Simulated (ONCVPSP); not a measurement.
# Pseudopotential generation for V: ONCV, LDA (Perdew-Wang 92)

Do these settings give a usable potential? It is generated, then checked for transferability, scattering, ghosts and hardness.

The numbers are computed with ONCVPSP 4.0.1 (LDA (Perdew-Wang 92), scalar-relativistic, spin-unpolarised reference atom).

## (1) Settings

Typed settings, in words:

- element: vanadium (V, Z = 23)
- type: optimised norm-conserving Vanderbilt (ONCV)
- frozen core: [Ne]
- valence charge: 13
- reference configuration: 3s2 3p6 3d3 (charge +2)
- partial waves: 3s: rc 1.35 bohr, ncon 4, nbas 8, qcut 7.6 1/bohr, 1 projector; 3p: rc 1.35 bohr, ncon 4, nbas 8, qcut 11 1/bohr, 2 projectors, debl 0.6 Ha; 3d: rc 2.35 bohr, ncon 4, nbas 8, qcut 5.9 1/bohr, 2 projectors, debl 2.6 Ha
- local potential: polynomial inside 0.95 bohr (lpopt 3, dvloc0 1 Ha)
- core correction: Teter function, fcfact 5, rcfact 1.25

An earlier all-electron run gives the scale for the radii.

All-electron outer shells of the reference configuration (LDA (PZ), scalar-relativistic, ld1.x):

```tsv
shell	level (eV)	outermost node (bohr)	outermost maximum (bohr)
3s	-86.45	0.38	0.82
3p	-60.57	0.35	0.84
3d	-21.59	–	0.88
4s	-17.89	1.16	2.43
4p	-12.94	1.27	2.86
```

## (2) The generation run

V.dat

```
# ATOM AND REFERENCE CONFIGURATION
# atsym  z   nc   nv     iexc    psfile
  V 23.00    3    3  -001012      upf
#
#   n    l    f
    1    0    2.00
    2    0    2.00
    2    1    6.00
    3    0    2.00
    3    1    6.00
    3    2    3.00
#
# PSEUDOPOTENTIAL AND OPTIMIZATION
# lmax
    2
#
#   l,   rc,      ep,       ncon, nbas, qcut
    0    1.35    0.00    4    8    7.60
    1    1.35    0.00    4    8   11.00
    2    2.35    0.00    4    8    5.90
#
# LOCAL POTENTIAL
# lloc, lpopt,  rc(5),   dvloc0
    4    3    0.95    1.00
#
# VANDERBILT-KLEINMAN-BYLANDER PROJECTORs
# l, nproj, debl
    0    1    2.70
    1    2    0.60
    2    2    2.60
#
# MODEL CORE CHARGE
# icmod, fcfact, rcfact
    3    5.00    1.25
#
# LOG DERIVATIVE ANALYSIS
# epsh1, epsh2, depsh
   -5.00    5.00    0.04
#
# OUTPUT GRID
# rlmax, drl
    6.00    0.01
#
# TEST CONFIGURATIONS
# ncnf
    4
# nvcnf
#   n    l    f
    4
    3    0    2.00
    3    1    6.00
    3    2    3.00
    4    0    2.00
#
    4
    3    0    2.00
    3    1    6.00
    3    2    3.00
    4    0    1.00
#
    3
    3    0    2.00
    3    1    6.00
    3    2    2.00
#
    3
    3    0    2.00
    3    1    6.00
    3    2    4.00
#
```

Started as:

```console
oncvpsp.x < V.dat > V.out
```

What does the calculation give? Wanted: cutoffs for 1 and 0.1 mHa per electron, occupied waves; bound ghosts; GHOST(+) flags; largest test error; largest phase difference near zero energy, channels read; rms error of d²Exc/dn², without and with the model core; projector energies reset by the program.

**Answer**, as computed:

| quantity | value |
| --- | --- |
| cutoffs for 1 and 0.1 mHa per electron, occupied waves | 24 Ha and 30 Ha |
| bound ghosts | none found |
| GHOST(+) flags | none at low energy |
| largest test error (AE − PS) | +427 meV, for 3s2 3p6 3d3 4s2 |
| largest phase difference near zero energy, channels read | 0.114 rad |
| rms error of d²Exc/dn², without and with the model core | 4.40 and 2.70 mHa |
| projector energies reset by the program | p: -2.226, 0.250 Ha |

What this shows: The worst unpolarised test, 3s2 3p6 3d3 4s2, is off by 427 meV on 22.5 eV; by total energies transferability rates as poor. By its cutoff, 24 Ha for the looser tolerance, it is of middling hardness. The program's ghost test flags no bound state. Near zero energy the largest phase difference among the channels read is 0.11 rad, in the s channel. All of this concerns the isolated atom, not yet a solid.
